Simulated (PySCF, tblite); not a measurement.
# C₂H₈NOSi radical: geometry, infrared bands and EPR parameters

Aim: predict the infrared bands and EPR parameters of C₂H₈NOSi radical (`CN(C)[SiH2][O]`).

Programs: tblite 0.8.0 and PySCF 2.14.0, with density-fitted response routines of our own. Each step states its level of theory. These are calculated values for one molecule in the gas phase, unless marked as measured. Atoms are numbered from 0 throughout.

### Step 1. The molecule as given

13 atoms, charge 0, multiplicity 2; geometry from: force field or distance geometry start.

Bonds of the start (Å): C0–N1 1.48, N1–C2 1.47, N1–Si3 1.80, Si3–O4 1.70, C0–H5 1.12, C0–H6 1.10, C0–H7 1.10, C2–H8 1.11, C2–H9 1.12, C2–H10 1.10, Si3–H11 1.48, Si3–H12 1.47.

### Step 2. Geometry optimisation with GFN2-xTB

Job settings and geometry (Å):

```
{"job": {"kind": "relax", "xc": "GFN2-xTB", "basis": "xTB"}, "charge": 0, "multiplicity": 2}
C      0.882200    -1.153200     0.262500
N      0.353600     0.024000    -0.468300
C      0.686100     1.243900     0.283900
Si    -1.434200    -0.121800    -0.646400
O     -2.028100     1.159700    -1.593400
H      0.422500    -1.233500     1.277800
H      1.979100    -1.077300     0.357800
H      0.662200    -2.074400    -0.303200
H      0.316200     2.133300    -0.276200
H      0.219800     1.240900     1.302300
H      1.775400     1.354900     0.378000
H     -2.075900    -0.091000     0.688300
H     -1.763300    -1.405000    -1.281000
```

Started as:

```sh
> OMP_NUM_THREADS=1 python probes_run.py task.json out
```

This one command runs all jobs of the session in turn.

Log:

```text
step      E/eV     max force
  0    -463.79810    5.434
  1    -464.46142    1.771
  2    -464.50587    3.442
  3    -464.60025    0.987
  4    -464.65017    0.693
  5    -464.70809    1.045
  6    -464.74365    0.840
  7    -464.79059    0.582
  8    -464.81927    0.468
  9    -464.84585    0.564
 10    -464.85919    0.372
 11    -464.86953    0.322
 12    -464.87862    0.311
 13    -464.88709    0.306
 14    -464.89378    0.257
 15    -464.90056    0.250
 16    -464.90846    0.302
 17    -464.91549    0.258
 18    -464.92050    0.166
 19    -464.92466    0.146
 20    -464.92844    0.203
 21    -464.93175    0.200
 22    -464.93437    0.147
 23    -464.93643    0.114
 24    -464.93847    0.134
 25    -464.94076    0.146
 26    -464.94295    0.148
 27    -464.94472    0.128
 28    -464.94645    0.139
 29    -464.94853    0.176
 30    -464.95074    0.171
 31    -464.95257    0.103
 32    -464.95390    0.093
 33    -464.95526    0.115
 34    -464.95717    0.155
 35    -464.95986    0.186
 36    -464.96332    0.170
 37    -464.96764    0.229
 38    -464.97343    0.282
 39    -464.98121    0.303
 40    -464.99071    0.290
 41    -464.99693    0.412
 42    -464.99578    0.399
 43    -465.00638    0.137
 44    -465.00854    0.113
 45    -465.01178    0.129
 46    -465.01525    0.171
 47    -465.01931    0.215
 48    -465.02455    0.190
 49    -465.02827    0.120
 50    -465.02965    0.138
 51    -465.03028    0.135
 52    -465.03112    0.099
 53    -465.03236    0.067
 54    -465.03356    0.082
 55    -465.03480    0.082
 56    -465.03572    0.082
 57    -465.03641    0.082
 58    -465.03689    0.063
 59    -465.03725    0.039
 60    -465.03749    0.040
 61    -465.03765    0.056
 62    -465.03778    0.050
 63    -465.03789    0.030
 64    -465.03800    0.025
 65    -465.03811    0.044
 66    -465.03821    0.054
 67    -465.03830    0.042
 68    -465.03835    0.023
 69    -465.03838    0.016
 70    -465.03842    0.024
 71    -465.03846    0.027
 72    -465.03849    0.020
 73    -465.03852    0.012
 74    -465.03853    0.009
```

Run time: 0.31 s. Hardware: 1 thread of Arm Neoverse V2, shared host.

Relaxation path: (not every step is listed)

| step | energy from step 0 (eV) | largest force (eV/Å) |
| --- | --- | --- |
| 0 | 0.0000 | 5.4336 |
| 1 | -0.6633 | 1.7711 |
| 2 | -0.7078 | 3.4418 |
| 3 | -0.8022 | 0.9870 |
| 4 | -0.8521 | 0.6926 |
| 5 | -0.9100 | 1.0446 |
| 6 | -0.9456 | 0.8401 |
| 7 | -0.9925 | 0.5819 |
| 8 | -1.0212 | 0.4683 |
| 14 | -1.0957 | 0.2566 |
| 20 | -1.1303 | 0.2030 |
| 26 | -1.1449 | 0.1478 |
| 32 | -1.1558 | 0.0933 |
| 38 | -1.1753 | 0.2825 |
| 44 | -1.2104 | 0.1127 |
| 50 | -1.2316 | 0.1383 |
| 56 | -1.2376 | 0.0817 |
| 62 | -1.2397 | 0.0498 |
| 68 | -1.2403 | 0.0225 |
| 69 | -1.2403 | 0.0163 |
| 70 | -1.2403 | 0.0242 |
| 71 | -1.2404 | 0.0274 |
| 72 | -1.2404 | 0.0199 |
| 73 | -1.2404 | 0.0121 |
| 74 | -1.2404 | 0.0093 |

Close pairs (by a distance rule), those that changed most:

| bond | before (Å) | after (Å) | change (Å) |
| --- | --- | --- | --- |
| Si3–O4 | 1.701 | 1.518 | -0.182 |
| C0–N1 | 1.483 | 1.419 | -0.064 |
| N1–C2 | 1.471 | 1.415 | -0.057 |
| C2–H8 | 1.114 | 1.086 | -0.028 |
| C2–H9 | 1.120 | 1.098 | -0.022 |
| C0–H5 | 1.117 | 1.097 | -0.020 |
| N1–Si3 | 1.803 | 1.786 | -0.017 |
| C0–H7 | 1.103 | 1.088 | -0.015 |

The end geometry stands in the next job.

### Step 3. Vibrational analysis with GFN2-xTB

Job settings and geometry (Å):

```
{"job": {"kind": "ir", "xc": "GFN2-xTB", "basis": "xTB"}, "charge": 0, "multiplicity": 2}
C      0.748574    -1.139928     0.488144
N      0.066673     0.009513     0.012374
C      0.706752     1.248924     0.247894
Si    -1.525942    -0.016658    -0.794722
O     -2.064755     1.348048    -1.185837
H      0.922598    -1.073124     1.569165
H      1.731646    -1.235968     0.010801
H      0.162299    -2.031223     0.276137
H      0.157867     2.027449    -0.273907
H      0.718787     1.484199     1.320075
H      1.748556     1.230540    -0.091804
H     -2.219173    -0.833930     0.230033
H     -1.158271    -1.017358    -1.826082
```

Log:

```text
mode    cm-1     km/mol
  1      64.9      4.39
  2      88.9      7.18
  3     158.4     10.60
  4     188.9     11.74
  5     242.6      0.46
  6     315.7      2.21
  7     382.4     10.30
  8     419.9     54.74
  9     576.0      6.04
 10     606.6      0.08
 11     698.8     16.56
 12     721.0     23.78
 13    1013.3     19.53
 14    1043.8      1.35
 15    1047.6      2.32
 16    1068.8     10.91
 17    1250.6     14.61
 18    1255.6     58.39
 19    1316.2    107.12
 20    1399.2      5.29
 21    1407.8      3.25
 22    1442.8      2.96
 23    1451.4      6.03
 24    1457.2     11.61
 25    1478.4     18.94
 26    1967.0     97.78
 27    2065.2     37.91
 28    2886.1     15.29
 29    2890.8     20.16
 30    2922.9      9.34
 31    2928.7     62.93
 32    3032.1     13.46
 33    3056.6      4.88
```

Run time: 0.25 s. Hardware: 1 thread of Arm Neoverse V2, shared host.

Which atoms move in the most intense modes:

| cm⁻¹ | km/mol | atoms |
| --- | --- | --- |
| 420 | 54.7 | H11 24 %, Si3 24 %, H12 24 %, N1 14 % |
| 721 | 23.8 | H12 46 %, H11 46 % |
| 1256 | 58.4 | N1 37 %, C0 15 % |
| 1316 | 107.1 | O4 62 %, Si3 35 % |
| 1967 | 97.8 | H12 50 %, H11 47 % |
| 2065 | 37.9 | H11 50 %, H12 48 % |
| 2891 | 20.2 | H6 47 %, H5 44 % |
| 2929 | 62.9 | H10 52 %, H5 16 %, H6 15 %, H9 13 % |

### Step 4. g tensor and hyperfine couplings: B3LYP/pcH-1

Same as in step 3 but for these lines:

```diff
@@ -1,2 +1,2 @@
-{"job": {"kind": "ir", "xc": "GFN2-xTB", "basis": "xTB"}, "charge": 0, "multiplicity": 2}
+{"job": {"kind": "epr", "basis": "pcH-1"}, "charge": 0, "multiplicity": 2}
 C      0.748574    -1.139928     0.488144
```

Level: UKS B3LYP, pcH-1 on C H N O Si, non-relativistic, mean-field spin-orbit, GIAO.

Log:

```text
UKS, coarse grid
  cycle   1  E = -500.23615041  |g| = 7.89e-01
  cycle   2  E = -496.27337355  |g| = 2.61e+00
  cycle   3  E = -500.45742941  |g| = 2.19e-01
  cycle   4  E = -500.35854038  |g| = 5.00e-01
  cycle   5  E = -500.48437558  |g| = 5.91e-02
  cycle   6  E = -500.48556994  |g| = 3.14e-02
  cycle   7  E = -500.48600200  |g| = 3.47e-03
  cycle   8  E = -500.48601369  |g| = 1.87e-03
  cycle   9  E = -500.48601406  |g| = 1.74e-03
  cycle  10  E = -500.48601520  |g| = 9.45e-04
UKS, final grid
  cycle   1  E = -500.48604181  |g| = 3.29e-03
  cycle   2  E = -500.48597577  |g| = 1.27e-02
  cycle   3  E = -500.48604693  |g| = 3.97e-04
  cycle   4  E = -500.48604699  |g| = 2.48e-04
  cycle   5  E = -500.48604704  |g| = 1.34e-04
  cycle   6  E = -500.48604706  |g| = 2.55e-05
  cycle   7  E = -500.48604707  |g| = 1.48e-05
E = -500.48604707 Eh   <S^2> = 0.7551 (exact 0.7500)
g shifts (ppm)      1          2          3
  rmc          -191       -191       -191
  gc             -1         39         45
  oz_so           4       4290       8441
  total        -187       4138       8295
hyperfine (MHz)  atom isotope    a_iso     a_fc   dipolar eigenvalues
    0   13C     -22.42     -22.46     -2.73      0.56      2.18
    1   14N      26.54      26.42    -30.71    -30.60     61.31
    2   13C     -25.14     -25.17     -3.46      1.63      1.83
    3  29Si      68.68      68.78     -1.79     -0.19      1.98
    4   17O      -5.56      -4.77    -32.86     16.24     16.62
    5    1H      81.66      81.66     -4.46     -2.80      7.26
    6    1H      82.70      82.69     -4.45     -2.94      7.38
    7    1H       0.97       0.95     -3.61     -3.29      6.89
    8    1H       4.88       4.86     -4.54     -2.62      7.16
    9    1H     131.88     131.87     -4.78     -2.93      7.71
   10    1H      88.17      88.17     -4.90     -2.57      7.48
   11    1H     248.88     248.88     -3.94     -0.91      4.85
   12    1H     235.60     235.60     -4.07     -0.69      4.76
```

Wall time 43 s (1 thread of Arm Neoverse V2, shared host); peak memory 0.76 GiB.

Principal g values 2.00213, 2.00646, 2.01061; g(iso) = 2.00640, against 2.00232 for a free electron.

Mean a(iso) over the nuclei that a row names, and the largest dipolar term of the row (other rows stand at the frozen geometry):

| nuclei | isotope | a(iso) (MHz) | a(iso) (G, at g = 2.0023) | largest dipolar term (MHz) |
| --- | --- | --- | --- | --- |
| H11, H12 | 1H | 242.2 | 86.4 | 4.8 |
| Si3 | 29Si | 68.7 | 24.5 | 2.0 |
| H5, H6, H7, H8, H9, H10 | 1H | 65.0 | 23.2 | 7.7 |
| N1 | 14N | 26.5 | 9.5 | 61.3 |
| C0, C2 | 13C | -23.8 | -8.5 | -3.5 |
| O4 | 17O | -5.6 | -2.0 | -32.9 |

Mulliken spin populations:

C0 -0.04; N1 0.61; C2 -0.04; Si3 -0.07; O4 0.11; H5 0.04; H6 0.03; H7 0.00; H8 0.00; H9 0.06; H10 0.04; H11 0.14; H12 0.13

In first order the couplings over 0.8 MHz of 1H, 14N give 63 distinct lines over 331.0 G, if the averaged nuclei exchange fast.

The fields below are evaluated on a grid from the run's orbitals.

ELF in a plane through or near 7 of the atoms.

Values, 10 rows by 14 columns:
```
0.00 0.00 0.00 0.00 0.00 0.00 0.00 0.00 0.00 0.00 0.00 0.00 0.00 0.00
0.00 0.00 0.00 0.00 0.00 0.00 0.00 0.05 0.02 0.00 0.00 0.00 0.00 0.00
0.00 0.00 0.00 0.00 0.00 0.00 0.51 0.99 0.85 0.04 0.00 0.00 0.00 0.00
0.00 0.00 0.01 0.06 0.16 0.06 0.25 0.99 0.77 0.35 0.08 0.01 0.00 0.00
0.00 0.00 0.04 0.20 0.14 0.09 0.49 0.78 0.23 0.64 0.17 0.02 0.00 0.00
0.00 0.03 0.31 0.70 0.12 0.11 0.87 0.42 0.43 0.04 0.01 0.00 0.00 0.00
0.00 0.09 0.63 0.80 0.51 0.38 0.11 0.40 0.29 0.65 0.18 0.01 0.00 0.00
0.00 0.01 0.24 0.70 0.75 0.06 0.95 0.99 0.38 0.19 0.04 0.00 0.00 0.00
0.00 0.00 0.00 0.01 0.02 0.00 0.43 0.54 0.04 0.00 0.00 0.00 0.00 0.00
0.00 0.00 0.00 0.00 0.00 0.00 0.00 0.00 0.00 0.00 0.00 0.00 0.00 0.00
```
The map spans 10.1 Å across and 9.3 Å up, centred on the molecule. Atoms in the plane (x, y in Å): C0 (0.9, 1.1), N1 (0.1, 0.0), C2 (0.7, -1.3), Si3 (-1.7, 0.1), O4 (-2.4, -1.3), H7 (0.4, 2.0), H8 (-0.1, -2.0).

log10 of the density (e/Å³) in the same plane.

Ten even steps from ' ' (-4.0) to '@' (2.0):
```
                                                        
                                                        
                        ....::::::....                  
              ..........::--------::::....              
          ....::::::::::--==++++====--::::..            
      ....::::----------==++******++==----::..          
      ..::----============++**##****++====::::..        
    ..::::--==++++++++++++++**##@@##**++==--::..        
    ..::--====++****++++******####****++==--::..        
  ....::--==++**##@@##**########****++====--::..        
  ..::--==++****##%%****########**++==----::..          
  ..::==++****####**++++****####****++==--::::          
  ..--==++**##@@##**++++++****%%%%**++====::::          
  ..::====**######**++==++**####****++==--::..          
    ..--==++++**++++====++******++++==----::..          
      ..::----====------====++====----::::..            
          ..::::::::::::----------::::....              
                    ....::::::::......                  
                                                        
                                                        
```
The map spans 10.1 Å across and 9.3 Å up, centred on the molecule. Atoms in the plane (x, y in Å): C0 (0.9, 1.1), N1 (0.1, 0.0), C2 (0.7, -1.3), Si3 (-1.7, 0.1), O4 (-2.4, -1.3), H7 (0.4, 2.0), H8 (-0.1, -2.0).

On the surface of density 0.002 e/bohr³ the electrostatic potential runs, from the 1st to the 99th percentile, from -2.89 V near O4 to 1.59 V near H6.

The spin density lies nearest to N1 48 %; H11, H12 about 11 % each; O4 9 %.

### Step 5. Results

```
                                 quantity                      value
strongest single infrared mode (GFN2-xTB)      1316 cm⁻¹, 107 km/mol
             zero-point energy (GFN2-xTB)              61.3 kcal/mol
                           g(iso) (B3LYP)                    2.00640
                                     ⟨S²⟩         0.755 (exact 0.75)
       largest a(iso) (averaged by class)  1H on H11, H12, 242.2 MHz
    surface potential, 1st and 99th percentile         -2.89 V and 1.59 V
```

What this shows: Relaxing lowered the energy by 1.240 eV in 74 steps; the close pair that moved most is Si3–O4, from 1.701 to 1.518 Å. All 33 modes are real, so the xTB geometry is a minimum. The strongest single mode, at 1316 cm⁻¹, moves mainly O4 and Si3. Unscaled tight-binding wavenumbers are off by several per cent, some by more. Its intensities can rank the bands wrongly. Most of the unpaired spin sits on N1 (0.61 e). The isotropic g lies 4.1 ppt above the free-electron value.
